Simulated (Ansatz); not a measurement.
# SO2 (sulfur dioxide): BHLYP/STO-3G

What is the electronic atomisation energy of SO2 (sulfur dioxide) at BHLYP/STO-3G? 

The results are computed with Ansatz 0.2.0.

57 further runs of the same task are left out: 19 that didn't finish, 38 set aside as unsound or not needed.

## Step 1: The structure to begin with

The species is SO2 (3 atoms), meant as a singlet with charge 0. SMILES: `O=S=O`. The shape is that of a PBE0-D4/def2-TZVP optimisation.

Bond lengths: O1–S2 1.431 Å, S2–O3 1.431 Å. Angles: O1–S2–O3 118.9°.

## Step 2: The energy at BHLYP/STO-3G

The input, job.yaml:

```yaml
basis:
  gaussian:
    orbitals: STO-3G
crystal:
  periodic: [false, false, false]
  atoms:
    - symbol: O
      position_ang: [-0.974420, 0.645900, -0.459510]
    - symbol: S
      position_ang: [0.269520, 0.357380, 0.186790]
    - symbol: O
      position_ang: [0.704900, -1.003280, 0.272720]
hamiltonian:
  xc: {name: BHLYP}
accuracy: high
```

Started as:

```console
$ ansatz run job.yaml --threads 1 --pin off --max-ram 3480MiB --events-out events.jsonl --progress --plain --runs-dir runs
```

What it wrote:

```text
Warning: RAYON_NUM_THREADS=1 ignored (pool sized by the plan → 1); use --threads N
Functional definition: BHLYP
  name "BHLYP"
  parameter a = 0.5
  exchange = (1 - a)*b88_x + a*exact_x
  correlation = lyp_c
337 factors; integrals over basis functions are off by at most 2.4e-8 eV
mean field evaluation 1: about -14738.9043 eV, gradient 3.9e1 eV
mean field evaluation 2: about -14741.4595 eV, gradient 3.0e1 eV
mean field evaluation 4: about -14744.5615 eV, gradient 1.3e-1 eV
mean field evaluation 8: about -14744.6152 eV, gradient 4.4e-4 eV
mean field evaluation 16: about -14744.6152 eV, gradient 4.6e-8 eV
mean field -14744.61521880 eV, -541.8546150318 hartree, gradient 1.2e-8 eV, S^2 0.000000; 0 other end points of the search recorded, 0 dependent functions left out
reference -14744.61523088 eV, -541.8546154758 hartree; 16, 16 occupied and 3, 3 virtual orbitals, 337 factors
Total energy: -14744.61523088 eV, -541.8546154758 hartree
```

It took 0.79 s on 1 thread of Arm Neoverse V1, shared host.

## Step 3: The O atom, same level

The input, molecule.yaml:

```yaml
crystal:
  periodic: [false, false, false]
  atoms:
    - symbol: O
      position_ang: [0.000000, 0.000000, 0.000000]
basis:
  gaussian: {orbitals: STO-3G}
magnetization: {spin_polarized: true, initial_magnetization: 2}
hamiltonian: {xc: {name: BHLYP}}
accuracy: high
```

Started as:

```console
$ ansatz run molecule.yaml --threads 1 --pin off --max-ram 3480MiB --events-out events.jsonl --progress --plain --runs-dir runs
```

What it wrote (excerpt; [...] marks lines left out):

```text
Warning: RAYON_NUM_THREADS=1 ignored (pool sized by the plan → 1); use --threads N
[... 5 set-up lines as earlier in the session ...]
15 factors; integrals over basis functions are off by at most 1.1e-9 eV
mean field evaluation 1: about -2014.6007 eV, gradient 8.1e-12 eV
mean field evaluation 2: about -2014.6013 eV, gradient 9.1e-12 eV
mean field -2014.60128003 eV, -74.0352314955 hartree, gradient 0.0e0 eV, S^2 2.000000; 0 other end points of the search recorded, 0 dependent functions left out
reference -2014.60128699 eV, -74.0352317512 hartree; 5, 3 occupied and 0, 2 virtual orbitals, 15 factors
Total energy: -2014.60128699 eV, -74.0352317512 hartree
```

It took 0.18 s on 1 thread of Arm Neoverse V1, shared host.

## Step 4: The S atom, same level

The input, in.yaml:

```yaml
crystal:
  periodic: [false, false, false]
  atoms:
    - symbol: S
      position_ang: [0.000000, 0.000000, 0.000000]
basis:
  gaussian: {orbitals: STO-3G}
magnetization: {spin_polarized: true, initial_magnetization: 2}
hamiltonian: {xc: {name: BHLYP}}
accuracy: high
```

Run the same way, it converges to -393.69688 Eh (log not shown).

## Step 5: What came out

At BHLYP/STO-3G:

| quantity | value |
| --- | --- |
| molecule: total energy | -541.85462 Eh |
| O atom: total energy | -74.03523 Eh |
| O atom: ⟨S²⟩ | 2.000 |
| S atom: total energy | -393.69688 Eh |
| S atom: ⟨S²⟩ | 2.000 |
| electronic atomisation energy | 2.375 eV |

**Reading.** Taking the molecule apart into free atoms costs 2.37 eV (55 kcal/mol), before zero-point energy and without spin-orbit coupling. In a minimal basis such a difference can be off by several eV, whatever the method.
